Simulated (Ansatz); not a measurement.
## TiPt₃, space group Pm-3m: a band structure, step by step

Program: Ansatz's Python interface.

The cells in order, each with its output:

```python
import json

import ansatz as az
from ase import Atoms
import matplotlib.pyplot as plt
import numpy as np
from pymatgen.core import Structure
from scipy.ndimage import map_coordinates
```

```python
XC = "PBE"
CUTOFF_EV = 450
OCCUPATIONS = "fermi_dirac"
WIDTH_EV = 0.15
EXTRA_BANDS = 8
```

```python
atoms = Atoms(
    ["Ti", "Pt", "Pt", "Pt"],
    scaled_positions=[
        (0.0, 0.0, 0.0),
        (0.0, 0.5, 0.5),
        (0.5, 0.0, 0.5),
        (0.5, 0.5, 0.0),
    ],
    cell=[
        (3.897, 0.0, 0.0),
        (0.0, 3.897, 0.0),
        (0.0, 0.0, 3.897),
    ],
    pbc=True,
)
tipt3 = az.Crystal.from_ase(atoms)
```

```python
len(tipt3.resolved().sites)
```

    4

```python
# high-symmetry points in fractions of the reciprocal vectors
path = [
    ("G", (0.0, 0.0, 0.0)),
    ("X", (0.0, 0.5, 0.0)),
    ("M", (0.5, 0.5, 0.0)),
    ("G", (0.0, 0.0, 0.0)),
    ("R", (0.5, 0.5, 0.5)),
]
model = (
    tipt3.calculation()
    .functional(XC)
    .basis(CUTOFF_EV)
    .kpoints(6)
    .occupations(OCCUPATIONS, width=WIDTH_EV)
    .band_structure([point for _, point in path], intervals=8)
    .scf(extra_bands=EXTRA_BANDS)
    .density()
)
out = model.run()
report = out.report

report["n_kpoints"], report["n_symmetry_ops"], report["n_pw"]
```

    (20, 48, 1309)

```python
[(site.symbol, site.position_frac.round(4).tolist()) for site in out.lattice.sites]
```

    [(<Element.TI: 'Ti'>, [0.0, 0.0, 0.0]), (<Element.PT: 'Pt'>, [0.0, 0.5, 0.5]),
     (<Element.PT: 'Pt'>, [0.5, 0.0, 0.5]), (<Element.PT: 'Pt'>, [0.5, 0.5, 0.0])]

```python
n_atoms = len(report["lattice"]["sites"])
print("F =", round(report["free_energy_ev"], 4), "eV for", n_atoms, "atoms")
print("E(sigma -> 0) =", round(report["energy_sigma0_ev"], 4), "eV, TS =", round(report["entropy_ts_ev"], 5), "eV")
print("closed by", report["closed_by"], "after", report["n_iterations"], "iterations")
```

    F = -40072.1361 eV for 4 atoms
    E(sigma -> 0) = -40072.0561 eV, TS = 0.16005 eV
    closed by deck_thresholds after 6 iterations

```python
keep = ["free_energy_ev", "energy_sigma0_ev", "fermi_energy_ev", "n_iterations", "converged", "magnetization_mub", "n_kpoints"]
with open("tipt3.json", "w") as handle:
    json.dump({key: report[key] for key in keep}, handle, indent=1)
```

```python
final = Structure(out.lattice.cell_ang, [s.symbol for s in out.lattice.sites], [s.position_frac for s in out.lattice.sites])
# the grid holds the pseudo-density, which differs from the true one inside the cores
rho = out.density()
total = sum(channel.density_e_per_ang3 for channel in rho.channels[:2])
grid_cell = np.asarray(rho.fft_grid_basis) @ out.lattice.cell_ang
partner = min(final.get_neighbors(final[0], 5.0), key=lambda n: n.nn_distance)
line = np.linspace(final[0].coords, partner.coords, 9)
points = (line @ np.linalg.inv(grid_cell)) * rho.dims
values = map_coordinates(total, points.T, order=3, mode="grid-wrap")
print(f"from {final[0].specie} to {partner.specie}, {partner.nn_distance:.3f} A")
for t, value in zip(np.linspace(0, partner.nn_distance, 9), values):
    print(f"{t:7.3f} A  {value:9.4f} e/A^3")
```

    from Ti to Pt, 2.756 A
      0.000 A    10.1522 e/A^3
      0.344 A     8.1556 e/A^3
      0.689 A     2.1686 e/A^3
      1.033 A     0.3438 e/A^3
      1.378 A     0.3145 e/A^3
      1.722 A     0.7548 e/A^3
      2.067 A     3.7209 e/A^3
      2.411 A     9.5892 e/A^3
      2.756 A    11.9928 e/A^3

```python
bands = out.band_structure()
fermi = bands.fermi_energy_ev
print(f"zero of the bands: {fermi:.3f} eV, the Fermi level found on the SCF mesh")
reciprocal = 2 * np.pi * np.linalg.inv(out.lattice.cell_ang).T
steps = np.linalg.norm(np.diff(bands.kpoints_frac @ reciprocal, axis=0), axis=1)
distance = np.concatenate([[0], np.cumsum(steps)])
fig, ax = plt.subplots(figsize=(5, 4))
for channel, colour in zip(bands.channels, ("C0", "C3")):
    ax.plot(distance, channel.eigenvalues_ev - fermi, colour, lw=1)
ax.set_xticks(distance[::8], [label for label, _ in path])
ax.set(ylim=(-4, 4), ylabel="E - E_F (eV)", xlim=(0, distance[-1]))
ax.grid(axis="x")
fig.savefig("bands.png", dpi=100)
first = bands.channels[0].eigenvalues_ev - fermi
near = np.argsort(np.abs(first.mean(axis=0)))[:4]
for band in sorted(near):
    print(f"band {band + 1}: {first[:, band].min():.3f} to {first[:, band].max():.3f} eV")
```

    zero of the bands: 22.522 eV, the Fermi level found on the SCF mesh
    band 33: -2.214 to 1.527 eV
    band 34: -0.391 to 1.527 eV
    band 35: -0.391 to 1.664 eV
    band 36: 0.517 to 1.664 eV

`tipt3.json`, as written:
```json
{
 "free_energy_ev": -40072.13609092551,
 "energy_sigma0_ev": -40072.05606486217,
 "fermi_energy_ev": 22.521675454596604,
 "n_iterations": 6,
 "converged": true,
 "magnetization_mub": 0.0,
 "n_kpoints": 20
}
```

Absolute energies stand on the zero of these potentials, so only differences at equal settings mean something. A total without «per atom» is that of the cell as typed. No spin polarisation was allowed. The computed bands are complete only to about 5.5 eV above the Fermi level. For a metal this k-point mesh is coarse: on a finer one energies can move by several to tens of meV an atom and pressures by half a GPa or more, differences at one mesh by less. The fields are valence quantities on the plane-wave grid; their values near the nuclei depend on the potentials. The starting cell is as deposited in a crystallographic database; the results hold for this polymorph, which needn't be the stable one. Gaps and levels are Kohn-Sham values on a finite set of k-points, without spin-orbit coupling. The whole script took 2.1 s on 1 thread of AMD EPYC 9R45 96-Core Processor (Zen 5), on a shared host, peak memory 0.5 GiB.

(Lines on the test bed's own set-up are left out of the output.)
